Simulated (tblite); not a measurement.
# C4H9NOSi: the cost of one run

Computed with tblite 0.8.0 and PySCF 2.14.0, with density-fitted response routines of our own, on a single molecule in the gas phase. Atoms count from 0, in the outputs and in this text.

**1. The starting structure**

16 atoms, charge 0, multiplicity 1; geometry from: force field or distance geometry start.

Bonds of the start (Å): C0–C1 1.31, C1–C2 1.47, C2–N3 1.41, N3–Si4 1.79, Si4–C5 1.85, C5–O6 1.24, C0–H7 1.11, C0–H8 1.07, C1–H9 1.11, C2–H10 1.11, C2–H11 1.13, N3–H12 1.05, Si4–H13 1.48, Si4–H14 1.46, C5–H15 1.09.

**2. Optimising the geometry with GFN2-xTB**

The job: settings as JSON, then the geometry in Å.

```
{"job": {"kind": "relax", "xc": "GFN2-xTB", "basis": "xTB"}, "charge": 0, "multiplicity": 1}
C     -1.552600     1.199700     0.712000
C     -1.921500     0.035500     0.238700
C     -1.073300    -0.943800    -0.456000
N      0.278300    -0.605900    -0.685500
Si     1.265400    -0.407700     0.792200
C      2.502600     0.932500     0.463300
O      3.514900     1.001500     1.169800
H     -2.319200     1.819200     1.231800
H     -0.581600     1.649200     0.648700
H     -2.980400    -0.255800     0.417900
H     -1.135400    -1.899200     0.100400
H     -1.568600    -1.094100    -1.466100
H      0.714900    -1.360600    -1.262700
H      2.047900    -1.649500     1.000300
H      0.435400    -0.081700     1.942600
H      2.365800     1.669800    -0.324000
```

Run with:

```
$ OMP_NUM_THREADS=1 python probes_run.py task.json out
```

This one command runs all jobs of the session in turn.

Q: Estimate the wall time and peak memory of this first job on 1 thread of Arm Neoverse N1, shared host.

About 1.7 s, with a peak of 0.18 GiB.
